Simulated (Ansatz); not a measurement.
Born–Oppenheimer molecular dynamics of a periodic cell of 24 atoms, CsHS (host CsHS, host structure I4/m). It starts from an unrelaxed structure (largest force component 0.50 eV/Å).

Computed with DFT PBEsol, scalar-relativistic, plane waves, PAW (Ansatz). Settings: cutoff 420 eV, k mesh 1x1x1, fermi-dirac smearing 0.05 eV, no spin polarisation.

| Property | Result |
| --- | --- |
| ensemble | NVT, Nosé–Hoover chain |
| time step | 0.75 fs |
| steps asked | 370 |
| set temperature | 700 K |
| thermostat | time constant 100 fs, chain length 1 |
| seed | 192019 |

Frames 0.75 fs apart, positions in Å.

Velocities at 150.0 fs (Å/ps):

```
Cs 0.06 0.39 -0.95
Cs -0.34 -0.49 -1.01
Cs -0.21 -1.53 -3.46
Cs -0.78 0.97 2.87
H -4.81 21.84 5.64
H -43.41 -14.24 -0.79
H -14.70 -28.31 -27.19
H -3.96 0.89 2.37
S 3.90 -1.74 4.85
S 1.83 -4.49 6.27
S 9.00 -3.67 3.83
S -2.41 -3.21 -2.44
Cs 1.62 1.16 1.85
Cs 0.31 1.40 3.23
Cs 0.55 -1.05 0.59
Cs -1.29 0.05 -6.42
H -4.76 2.65 -13.50
H -0.28 8.32 17.34
H 3.34 -30.75 20.84
H -10.52 -48.51 5.93
S -2.01 3.27 -7.46
S -5.79 4.73 4.03
S 2.19 -0.14 0.19
S -3.92 4.31 4.08
```

```xyz
24
Lattice="8.4761 0.0000 0.0000 0.0000 8.4761 0.0000 0.0000 0.0000 9.3461" Properties=species:S:1:pos:R:3 time_fs=150.0 energy_less_start_eV=1.090 T=609
Cs 4.270 0.020 2.281
Cs -0.048 -0.048 2.397
Cs 0.014 -0.162 6.374
Cs -0.295 4.072 2.622
H 1.668 1.327 0.064
H 2.837 6.039 4.755
H 1.176 6.654 0.592
H 2.215 3.625 4.758
S 6.042 1.260 -0.634
S 1.534 2.593 0.644
S 3.120 2.504 5.193
S 7.061 2.489 4.840
Cs 0.179 4.254 7.359
Cs 4.179 4.516 7.572
Cs 4.359 4.116 2.156
Cs 4.016 -0.114 6.743
H 5.867 5.317 4.818
H 7.223 1.417 -0.010
H 6.158 2.035 5.808
H 6.987 7.202 -0.161
S 2.163 6.398 3.644
S 6.019 6.627 4.301
S 7.077 6.019 0.398
S 2.041 7.258 -0.243
24
Lattice="8.4761 0.0000 0.0000 0.0000 8.4761 0.0000 0.0000 0.0000 9.3461" Properties=species:S:1:pos:R:3 time_fs=150.8 energy_less_start_eV=1.142 T=596
Cs 4.270 0.020 2.280
Cs -0.048 -0.048 2.397
Cs 0.014 -0.163 6.371
Cs -0.296 4.072 2.624
H 1.665 1.345 0.069
H 2.805 6.028 4.755
H 1.164 6.632 0.571
H 2.216 3.622 4.761
S 6.044 1.258 -0.631
S 1.535 2.590 0.648
S 3.127 2.502 5.196
S 7.059 2.486 4.838
Cs 0.180 4.255 7.360
Cs 4.179 4.518 7.575
Cs 4.359 4.115 2.156
Cs 4.015 -0.114 6.738
H 5.864 5.322 4.807
H 7.224 1.424 0.003
H 6.162 2.012 5.822
H 6.978 7.169 -0.158
S 2.161 6.401 3.638
S 6.014 6.630 4.304
S 7.079 6.019 0.398
S 2.038 7.262 -0.240
24
Lattice="8.4761 0.0000 0.0000 0.0000 8.4761 0.0000 0.0000 0.0000 9.3461" Properties=species:S:1:pos:R:3 time_fs=151.5 energy_less_start_eV=1.152 T=596
Cs 4.271 0.020 2.280
Cs -0.049 -0.049 2.396
Cs 0.014 -0.164 6.369
Cs -0.297 4.073 2.626
H 1.662 1.364 0.075
H 2.774 6.016 4.755
H 1.151 6.609 0.550
H 2.225 3.608 4.769
S 6.047 1.257 -0.627
S 1.537 2.586 0.653
S 3.133 2.499 5.199
S 7.057 2.484 4.836
Cs 0.181 4.256 7.362
Cs 4.179 4.519 7.577
Cs 4.360 4.114 2.156
Cs 4.014 -0.114 6.733
H 5.862 5.332 4.793
H 7.226 1.431 0.016
H 6.171 1.992 5.833
H 6.968 7.147 -0.161
S 2.159 6.403 3.632
S 6.010 6.633 4.307
S 7.080 6.019 0.398
S 2.035 7.265 -0.237
24
Lattice="8.4761 0.0000 0.0000 0.0000 8.4761 0.0000 0.0000 0.0000 9.3461" Properties=species:S:1:pos:R:3 time_fs=152.2 energy_less_start_eV=1.098 T=617
Cs 4.271 0.021 2.279
Cs -0.049 -0.049 2.395
Cs 0.014 -0.165 6.366
Cs -0.297 4.074 2.628
H 1.660 1.383 0.081
H 2.745 6.004 4.758
H 1.137 6.584 0.528
H 2.241 3.586 4.779
S 6.050 1.256 -0.623
S 1.538 2.583 0.658
S 3.139 2.497 5.201
S 7.054 2.481 4.835
Cs 0.182 4.257 7.363
Cs 4.179 4.519 7.580
Cs 4.360 4.114 2.157
Cs 4.013 -0.114 6.728
H 5.862 5.345 4.778
H 7.229 1.440 0.029
H 6.184 1.974 5.838
H 6.956 7.139 -0.170
S 2.158 6.406 3.627
S 6.006 6.637 4.310
S 7.082 6.018 0.399
S 2.032 7.268 -0.234
24
Lattice="8.4761 0.0000 0.0000 0.0000 8.4761 0.0000 0.0000 0.0000 9.3461" Properties=species:S:1:pos:R:3 time_fs=153.0 energy_less_start_eV=0.992 T=655
Cs 4.271 0.021 2.278
Cs -0.049 -0.049 2.394
Cs 0.013 -0.166 6.363
Cs -0.298 4.075 2.630
H 1.659 1.398 0.085
H 2.717 5.990 4.762
H 1.122 6.558 0.504
H 2.263 3.556 4.793
S 6.053 1.254 -0.620
S 1.540 2.579 0.662
S 3.145 2.495 5.204
S 7.052 2.478 4.834
Cs 0.184 4.258 7.364
Cs 4.180 4.521 7.582
Cs 4.361 4.113 2.158
Cs 4.012 -0.114 6.723
H 5.861 5.361 4.761
H 7.233 1.449 0.041
H 6.201 1.958 5.840
H 6.942 7.145 -0.187
S 2.156 6.408 3.621
S 6.001 6.640 4.314
S 7.084 6.016 0.399
S 2.030 7.271 -0.232
24
Lattice="8.4761 0.0000 0.0000 0.0000 8.4761 0.0000 0.0000 0.0000 9.3461" Properties=species:S:1:pos:R:3 time_fs=153.8 energy_less_start_eV=0.887 T=693
Cs 4.271 0.021 2.277
Cs -0.049 -0.050 2.394
Cs 0.013 -0.167 6.361
Cs -0.298 4.075 2.632
H 1.659 1.408 0.087
H 2.691 5.976 4.768
H 1.107 6.532 0.479
H 2.291 3.520 4.808
S 6.056 1.253 -0.616
S 1.541 2.576 0.667
S 3.151 2.494 5.206
S 7.049 2.475 4.833
Cs 0.185 4.258 7.366
Cs 4.180 4.522 7.585
Cs 4.361 4.112 2.158
Cs 4.011 -0.114 6.718
H 5.862 5.377 4.745
H 7.236 1.459 0.052
H 6.222 1.945 5.837
H 6.926 7.163 -0.209
S 2.154 6.410 3.615
S 5.997 6.643 4.317
S 7.085 6.014 0.400
S 2.027 7.275 -0.229
24
Lattice="8.4761 0.0000 0.0000 0.0000 8.4761 0.0000 0.0000 0.0000 9.3461" Properties=species:S:1:pos:R:3 time_fs=154.5 energy_less_start_eV=0.839 T=712
Cs 4.271 0.022 2.276
Cs -0.050 -0.050 2.393
Cs 0.013 -0.169 6.358
Cs -0.299 4.076 2.635
H 1.660 1.411 0.086
H 2.665 5.960 4.775
H 1.093 6.507 0.452
H 2.320 3.480 4.825
S 6.059 1.252 -0.612
S 1.543 2.572 0.671
S 3.156 2.493 5.208
S 7.047 2.472 4.832
Cs 0.186 4.259 7.367
Cs 4.180 4.523 7.587
Cs 4.361 4.111 2.159
Cs 4.010 -0.114 6.713
H 5.862 5.391 4.728
H 7.239 1.470 0.061
H 6.246 1.935 5.830
H 6.908 7.188 -0.235
S 2.152 6.413 3.610
S 5.992 6.646 4.321
S 7.087 6.012 0.401
S 2.024 7.278 -0.226
24
Lattice="8.4761 0.0000 0.0000 0.0000 8.4761 0.0000 0.0000 0.0000 9.3461" Properties=species:S:1:pos:R:3 time_fs=155.2 energy_less_start_eV=0.878 T=703
Cs 4.271 0.022 2.276
Cs -0.050 -0.050 2.392
Cs 0.013 -0.170 6.356
Cs -0.299 4.077 2.637
H 1.663 1.406 0.081
H 2.641 5.945 4.783
H 1.080 6.484 0.422
H 2.349 3.441 4.842
S 6.062 1.251 -0.608
S 1.544 2.570 0.676
S 3.162 2.491 5.211
S 7.044 2.469 4.831
Cs 0.187 4.260 7.369
Cs 4.181 4.524 7.590
Cs 4.362 4.111 2.159
Cs 4.009 -0.114 6.709
H 5.863 5.401 4.714
H 7.240 1.480 0.069
H 6.273 1.925 5.822
H 6.890 7.214 -0.261
S 2.150 6.415 3.604
S 5.988 6.649 4.325
S 7.088 6.010 0.402
S 2.022 7.281 -0.223
24
Lattice="8.4761 0.0000 0.0000 0.0000 8.4761 0.0000 0.0000 0.0000 9.3461" Properties=species:S:1:pos:R:3 time_fs=156.0 energy_less_start_eV=0.986 T=672
Cs 4.271 0.022 2.275
Cs -0.050 -0.051 2.391
Cs 0.013 -0.171 6.353
Cs -0.300 4.078 2.639
H 1.667 1.395 0.073
H 2.616 5.929 4.789
H 1.068 6.461 0.389
H 2.373 3.408 4.856
S 6.065 1.250 -0.605
S 1.546 2.567 0.681
S 3.168 2.490 5.213
S 7.041 2.466 4.830
Cs 0.189 4.261 7.370
Cs 4.181 4.525 7.592
Cs 4.362 4.110 2.160
Cs 4.008 -0.114 6.704
H 5.863 5.404 4.701
H 7.240 1.491 0.075
H 6.300 1.916 5.812
H 6.871 7.239 -0.286
S 2.148 6.417 3.598
S 5.984 6.652 4.329
S 7.090 6.008 0.403
S 2.019 7.284 -0.220
```

Of the whole run (278 fs, mean temperature of the second half 777 K): The conserved energy stayed within 0.84 meV per atom of its start (net change 0.7 meV per atom), so the integration is sound. The mean temperature of the second half is 11 % above the set value. A run of 0.28 ps of so small a system gives no equilibrium averages. Limits of this set-up: coarse k mesh.

Run time: 13 min on 1 thread of AMD EPYC 7R13 Processor (Zen 3), on a shared host, peak memory 0.66 GiB.
